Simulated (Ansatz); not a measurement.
# LiVO2: properties at the relaxed cell

The task here is to estimate one member of a computed series from the others.

Program: Ansatz 0.2.0. Level of theory: DFT PBEsol, scalar-relativistic, plane waves, PAW. These are calculated values, not measurements.

2 further runs of the same task are left out: 2 set aside as unsound or not needed.

### The starting structure

The structure is trigonal, space group R-3m (No. 166). Conventional cell: a = 2.762 Å, b = 2.762 Å, c = 14.877 Å, α = 90.00°, β = 90.00°, γ = 120.00°. Li (site symmetry -3m) has 6 O at 2.05 Å as nearest neighbours. Around V (site symmetry -3m) lie 6 O at 1.99 Å. Around O (site symmetry 3m) lie 3 V at 1.99 Å and 3 Li at 2.05 Å.

Coordinates:

```xyz
4
Lattice="1.3808 0.7972 4.9591 -1.3808 0.7972 4.9591 0.0000 -1.5944 4.9591" Properties=species:S:1:pos:R:3 pbc="T T T"
Li    0.0000    0.0000    0.0000
V     0.0000    0.0000    7.4386
O     0.0000    0.0000    3.6728
O     0.0000    0.0000   11.2045
```

It is the result of an earlier relaxation at this level (volume 8.19 Å³/atom; gap on the mesh: none (metal)).

Set-up of the first run:

Input file input.yaml:

```yaml
crystal:
  lattice:
    - [1.3668151727, 0.7891311079, 4.909003772]
    - [-1.3668151727, 0.7891311079, 4.909003772]
    - [0.0, -1.5782622157, 4.909003772]
  atoms:
    - { symbol: Li, position: [0.0, 0.0, 0.0] }
    - { symbol: V, position: [0.5, 0.5, 0.5] }
    - { symbol: O, position: [0.2468735908, 0.2468735908, 0.2468735908] }
    - { symbol: O, position: [0.7531264092, 0.7531264092, 0.7531264092] }
basis:
  ecutwfc: 420
kpoints:
  mp_grid: { grid: [18, 18, 18] }
hamiltonian:
  xc: pbesol
scf:
  occupations: { method: gaussian, width: 0.1 }
output:
  forces: true
  stress: true
  eigenvalues: true
relax:
  adjacent_minimum: "off"
  f_tol: 0.01
  max_steps: 30
  cell: { stress_tol: 0.1, fix: [volume] }
```

On the command line:

```bash
ansatz run input.yaml --threads 1 --pin off --max-ram 2560MiB --backend cpu --events-out ev --progress --plain --runs-dir out
```

Steps of the session up to this table: Point at V/V0 = 0.97; Point at V/V0 = 1.03; The cell scaled to 0.94 of its volume; Point at V/V0 = 1.06; Volume × 0.91; Volume × 1.10; Volume × 0.88.

One of the session's tables, all rows but one given; the rest of the session is left out.

It belongs to the step «Energy against volume». 

```
volume (Å³/atom)  energy above the lowest point (meV/atom)  pressure (GPa)
           7.205                                      71.4           26.28
           7.451                                      37.7           17.97
           7.697                                      15.7           10.95
           7.942                                       3.7            5.01
           8.188                                       0.0           -0.03
           8.434                                         ?               ?
           8.679                                      13.0           -7.94
           9.007                                      33.5          -11.97
```

Q: Estimate the row for volume (Å³/atom) = 8.434 from the others.

Worked estimate for «energy above the lowest point (meV/atom)». A straight line through the neighbours (8.188, 0.0) and (8.679, 13.0) gives 0.0 + (13.0 − 0.0) × (8.434 − 8.188) / (8.679 − 8.188) = 6.5; a parabola fitted to 4 rows on both sides gives 3.6.

The run gave: energy above the lowest point (meV/atom): 3.4; pressure (GPa): -4.30. In «energy above the lowest point (meV/atom)» the line misses by +3.1 and the parabola by +0.2.

Limits of these values: The final runs have no spin polarisation, so no magnetic state was tried and one may lie lower.
